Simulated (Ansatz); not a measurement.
# One shape, several levels: triplet CH5GaO2

Wanted: a comparison of 6 runs (UHF/3-21G, U-wB97M-V/cc-pVDZ, UPBE-QIDH/cc-pVDZ, UPBE/cc-pVDZ, RPA@PBE/cc-pVDZ, UCCSD(T)/cc-pVDZ) of triplet CH5GaO2. 

The results are computed with Ansatz 0.2.0.

80 further runs of the same task are left out: 3 that didn't finish, 77 set aside as unsound or not needed. Runs told in other sessions of the task aren't counted.

### 1 The molecule

The species is CH5GaO2 (9 atoms), meant as a triplet with charge 0. SMILES of the parent species: `[CH3][Ga]([OH])[OH]`. The coordinates come from a PBE0-D4/def2-TZVP relaxation. This is one conformer, not always the lowest. That shape belongs to the parent species and isn't relaxed for this state.

Bond lengths: C1–Ga2 1.941 Å, Ga2–O3 1.791 Å, Ga2–O4 1.791 Å, C1–H5 1.090 Å, C1–H6 1.091 Å, C1–H7 1.091 Å, O3–H8 0.959 Å, O4–H9 0.959 Å. Some angles: C1–Ga2–O3 121.3°, C1–Ga2–O4 121.2°, O3–Ga2–O4 117.5°, Ga2–C1–H5 110.5°, Ga2–C1–H6 109.9°, Ga2–C1–H7 110.2°, Ga2–O3–H8 115.4°, Ga2–O4–H9 115.3°, H5–C1–H6 108.9°, H5–C1–H7 109.4°.

### 2 A single-point energy at UHF/3-21G (run 1)

File job.yaml:

```yaml
crystal:
  periodic: [false, false, false]
  atoms:
    - {symbol: C, position_ang: [0.139500, 0.740600, -1.385600]}
    - {symbol: Ga, position_ang: [-0.022300, -0.180400, 0.314900]}
    - {symbol: O, position_ang: [0.237900, -1.947500, 0.443200]}
    - {symbol: O, position_ang: [-0.435700, 0.706800, 1.814800]}
    - {symbol: H, position_ang: [0.259800, 0.024500, -2.197900]}
    - {symbol: H, position_ang: [1.005300, 1.404900, -1.368100]}
    - {symbol: H, position_ang: [-0.746600, 1.349900, -1.568800]}
    - {symbol: H, position_ang: [0.141200, -2.314500, 1.323600]}
    - {symbol: H, position_ang: [-0.490700, 0.169600, 2.607000]}
basis:
  gaussian:
    orbitals: 3-21G-spherical.json
magnetization:
  spin_polarized: true
  initial_magnetization: 2
hamiltonian:
  xc: hf
accuracy: high
output: {orbitals: {seedname: orbitals}}
```

The basis set 3-21G is read from a file made from the Basis Set Exchange's data (not shown).

Command:

```
$ ansatz run job.yaml --threads 1 --pin off --max-ram 3480MiB --events-out events.jsonl --progress --plain --runs-dir runs
```

What it wrote:

```text
Warning: RAYON_NUM_THREADS=1 ignored (pool sized by the plan → 1); use --threads N
Functional definition: HF
  name "HF"
  exchange = exact_x
  correlation = 0
1189 factors; integrals over basis functions are off by at most 1.2e-8 eV
mean field evaluation 1: about -57224.1188 eV, gradient 3.4e1 eV
mean field evaluation 2: about -57224.1402 eV, gradient 3.4e1 eV
mean field evaluation 4: about -57228.7049 eV, gradient 2.3e0 eV
mean field evaluation 8: about -57228.8748 eV, gradient 3.5e-1 eV
mean field evaluation 16: about -57228.8802 eV, gradient 1.2e-2 eV
mean field evaluation 32: about -57228.8214 eV, gradient 3.2e-1 eV
mean field evaluation 64: about -57228.8806 eV, gradient 3.2e-2 eV
mean field evaluation 96: about -57230.5464 eV, gradient 1.3e-8 eV
mean field evaluation 128: about -57228.4633 eV, gradient 1.2e1 eV
mean field evaluation 160: about -57228.0930 eV, gradient 1.7e0 eV
mean field evaluation 192: about -57229.0056 eV, gradient 2.0e0 eV
mean field evaluation 224: about -57227.9968 eV, gradient 5.9e-1 eV
mean field evaluation 256: about -57226.2060 eV, gradient 1.0e0 eV
mean field evaluation 288: about -57229.9008 eV, gradient 1.3e0 eV
mean field evaluation 320: about -57230.3824 eV, gradient 6.2e-1 eV
mean field evaluation 352: about -57229.7547 eV, gradient 2.3e0 eV
mean field evaluation 384: about -57228.7259 eV, gradient 9.3e-1 eV
mean field evaluation 416: about -57228.8802 eV, gradient 2.6e-5 eV
mean field evaluation 448: about -57228.9365 eV, gradient 8.4e-2 eV
mean field -57230.54755963 eV, -2103.1838305580 hartree, gradient 2.9e-8 eV, S^2 2.006246; 7 other end points of the search recorded, 0 dependent functions left out
reference -57230.54755963 eV, -2103.1838305580 hartree; 30, 28 occupied and 29, 31 virtual orbitals, 1189 factors
Total energy: -57230.54755963 eV, -2103.1838305580 hartree
```

Run time: 14 s. Hardware: 1 thread of Arm Neoverse V2, shared host; peak memory 0.18 GiB.

### 3 The energy at U-wB97M-V/cc-pVDZ (run 2)

File input.yaml:

```yaml
basis:
  gaussian:
    orbitals: cc-pVDZ
crystal:
  periodic: [false, false, false]
  atoms:
    - {symbol: C, position_ang: [0.139500, 0.740600, -1.385600]}
    - {symbol: Ga, position_ang: [-0.022300, -0.180400, 0.314900]}
    - {symbol: O, position_ang: [0.237900, -1.947500, 0.443200]}
    - {symbol: O, position_ang: [-0.435700, 0.706800, 1.814800]}
    - {symbol: H, position_ang: [0.259800, 0.024500, -2.197900]}
    - {symbol: H, position_ang: [1.005300, 1.404900, -1.368100]}
    - {symbol: H, position_ang: [-0.746600, 1.349900, -1.568800]}
    - {symbol: H, position_ang: [0.141200, -2.314500, 1.323600]}
    - {symbol: H, position_ang: [-0.490700, 0.169600, 2.607000]}
magnetization:
  spin_polarized: true
  initial_magnetization: 2
hamiltonian:
  xc: {name: wB97M-V}
accuracy: high
output:
  orbitals: {seedname: orbitals}
```

Command:

```
$ ansatz run input.yaml --threads 1 --pin off --max-ram 3480MiB --events-out events.jsonl --progress --plain --runs-dir runs
```

What it wrote, cut to the lines that bear on the results:

```text
Warning: RAYON_NUM_THREADS=1 ignored (pool sized by the plan → 1); use --threads N
Functional definition: wB97M-V
  name "wB97M-V"
[...]
  gx(w, u) = 1 - cx + cx01*u + cx10*w
  gss(w, u) = css00 + css04*u^4 + css10*w + css20*w^2 + css43*w^4*u^3
  gos(w, u) = cos00 + cos10*w + (cos20 + cos21*u)*w^2 + (cos60 + cos61*u)*w^6
[...]
      + integral(e_c_pw_mod_opposite_spin*gos(b97_w_opposite, b97_u_opposite)) + vv10(b, c)
2140 factors; integrals over basis functions are off by at most 4.7e-9 eV
387 factors; integrals over basis functions are off by at most 2.3e-9 eV
[...]
mean field -57579.97716146 eV, -2116.0251315732 hartree, gradient 1.7e-8 eV, S^2 2.011724; 12 other end points of the search recorded, 0 dependent functions left out
reference -57579.97716630 eV, -2116.0251317513 hartree; 30, 28 occupied and 64, 66 virtual orbitals, 2140 factors
Total energy: -57579.97716630 eV, -2116.0251317513 hartree
```

Run time: 8.2 min. Hardware: 1 thread of Arm Neoverse V2, shared host; peak memory 1.2 GiB.

Runs 3 to 5 aren't shown in full; the table further down has their settings and results.

### 4 A single-point energy at UCCSD(T)/cc-pVDZ (run 6)

File in.yaml:

```yaml
crystal:
  periodic: [false, false, false]
  atoms:
    - {symbol: C, position_ang: [0.139500, 0.740600, -1.385600]}
    - {symbol: Ga, position_ang: [-0.022300, -0.180400, 0.314900]}
    - {symbol: O, position_ang: [0.237900, -1.947500, 0.443200]}
    - {symbol: O, position_ang: [-0.435700, 0.706800, 1.814800]}
    - {symbol: H, position_ang: [0.259800, 0.024500, -2.197900]}
    - {symbol: H, position_ang: [1.005300, 1.404900, -1.368100]}
    - {symbol: H, position_ang: [-0.746600, 1.349900, -1.568800]}
    - {symbol: H, position_ang: [0.141200, -2.314500, 1.323600]}
    - {symbol: H, position_ang: [-0.490700, 0.169600, 2.607000]}
basis:
  gaussian:
    orbitals: cc-pVDZ
magnetization:
  spin_polarized: true
  initial_magnetization: 2
correlation:
  method: ccsd_t
  frozen_orbitals: {C: 1, Ga: 9, H: 0, O: 1}
accuracy: high
scf:
  omitted_lower_state_checks: [cluster_reference, increment]
```

Command:

```
$ ansatz run in.yaml --threads 1 --pin off --max-ram 3480MiB --events-out events.jsonl --progress --plain --runs-dir runs
```

What it wrote:

```text
Warning: RAYON_NUM_THREADS=1 ignored (pool sized by the plan → 1); use --threads N
[... 23 lines left out ...]
12 core orbitals not correlated: weight in the atoms' cores, before any rotation towards them, 1.000 or more for the frozen orbitals, at most 0.000 for the correlated occupied ones
[... 53 lines left out ...]
Total energy: -57530.36500668 eV, -2114.2019185135 hartree
Checks for a lower state left out: cluster_reference, increment
```

Wall time 5.2 min (1 thread of Arm Neoverse V2, shared host); peak memory 1.2 GiB.

### 5 The series

| run | level | frozen core orbitals | energy (Eh) | HOMO energy (eV) | ⟨S²⟩ | wall time |
| --- | --- | --- | --- | --- | --- | --- |
| 1 | UHF/3-21G | – | -2103.183831 | -4.09 | 2.006 | 14 s |
| 2 | U-wB97M-V/cc-pVDZ | – | -2116.025132 | -4.23 | 2.012 | 8.2 min |
| 3 | UPBE-QIDH/cc-pVDZ | 12 | -2115.281389 | -3.65 | 2.006 | 2.2 min |
| 4 | UPBE/cc-pVDZ | – | -2115.726117 | -1.62 | 2.004 | 71 s |
| 5 | RPA@PBE/cc-pVDZ | 12 | -2114.502739 | – | 2.004 | 1.8 min |
| 6 | UCCSD(T)/cc-pVDZ | 12 | -2114.201919 | – | 2.009 | 5.2 min |

### 6 Summary of results

```
                                           quantity           value
                                run 6: total energy  -2114.20192 Eh
run 6: correlation energy (12 core orbitals frozen)      -633.6 mEh
                              run 6: (T) correction      -17.40 mEh
           run 6: ⟨S²⟩ of the reference determinant           2.009
                               run 6: T1 diagnostic           0.024
```

What this shows: Totals of different functionals can't be ranked against each other. All runs together took 19 min, the longest 8.2 min.
